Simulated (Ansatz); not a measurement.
# CF2InN: basis-set convergence

How large a basis does CF2InN need? Two functionals are run in growing sets.

Method: one geometry, several basis sets; program: Ansatz 0.2.0, Gaussian basis.

Levels to be run: PBE0-D4/def2-SVP; ωB97M-V/def2-SVP; PBE0-D4/def2-QZVPP; ωB97M-V/def2-QZVPP; the functionals' def2-TZVPP values are taken from earlier runs.

### 1 The geometry

An earlier PBE0-D4 in a triple-zeta def2 set relaxation fixed the geometry. In takes the def2 core potential; no spin-orbit term is included.

SMILES `N#[C][In]([F])[F]`, 5 atoms, charge 0, spin multiplicity 1.

Atoms are counted from 1 here; the program's logs count them from 0.

Bond lengths: N1–C2 1.152 Å, C2–In3 2.072 Å, In3–F4 1.919 Å, In3–F5 1.919 Å. Angles: N1–C2–In3 180.0°, C2–In3–F4 123.5°, C2–In3–F5 123.5°, F4–In3–F5 112.9°.

### 2 PBE0-D4 in def2-SVP

Input file in.yaml:

```yaml
crystal:
  periodic: [false, false, false]
  atoms:
    - {symbol: N, position_ang: [1.297993, -1.592218, 1.589587]}
    - {symbol: C, position_ang: [0.724866, -0.890262, 0.878561]}
    - {symbol: In, position_ang: [-0.306032, 0.372295, -0.400272]}
    - {symbol: F, position_ang: [-1.872103, -0.154821, -1.375519]}
    - {symbol: F, position_ang: [0.205078, 2.191406, -0.733656]}
basis:
  gaussian: {orbitals: def2-SVP}
hamiltonian: {xc: pbe0, dispersion: d4}
output: {orbitals: {seedname: orbitals}}
```

Further steps of the session: ωB97M-V in def2-SVP; PBE0-D4 in def2-QZVPP; ωB97M-V in def2-QZVPP.

Q: Predict the results of all the runs planned. Wanted: PBE0-D4: double and triple zeta above quadruple; ωB97M-V: double and triple zeta above quadruple.

As calculated:

```
                                       quantity           value
PBE0-D4: double and triple zeta above quadruple  10.74, 0.51 eV
ωB97M-V: double and triple zeta above quadruple  10.94, 0.47 eV
```

In words: PBE0-D4 gains 10.24 eV from double to triple zeta, then 0.51 eV more. Total energies overstate the basis error of differences, where much of it tends to cancel.
